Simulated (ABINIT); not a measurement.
# HfGe: equation of state with PBE

HfGe:

```
Hf Ge
1.0
     3.21967    0.00000    0.00000
     0.00000    3.21967    0.00000
     0.00000    0.00000    4.10843
Hf Ge
1 1
Direct
  0.50000 0.50000 0.00000
  0.00000 0.00000 0.00000
```

The cell was built by a generator and needn't be a form met in nature.

```
Program             : ABINIT 10.8.3 (patched build)
Task                : equation of state
Functional          : PBE
Potentials or basis : JTH PAW PBE v2.0
Cutoff              : 599 eV
k mesh              : 8 × 8 × 7
Occupations         : fermi-dirac, width 0.05 eV
Spin                : no spin polarisation
```

```json
{
  "Equilibrium volume": "outside the volumes run"
}
```

Energy against volume, from the lowest point:
```csv
volume (Å³/atom),energy (meV/atom)
20.017,989.52
20.443,790.04
20.869,605.88
21.294,435.46
21.720,278.11
22.146,133.21
22.572,0.00
```

Wall time 3.9 min on 1 thread of Arm Neoverse V2 (shared host), peak memory 0.19 GiB.

Caveat: the atomic spheres overlap. The run has no spin-orbit coupling, so splittings on Hf are missing.
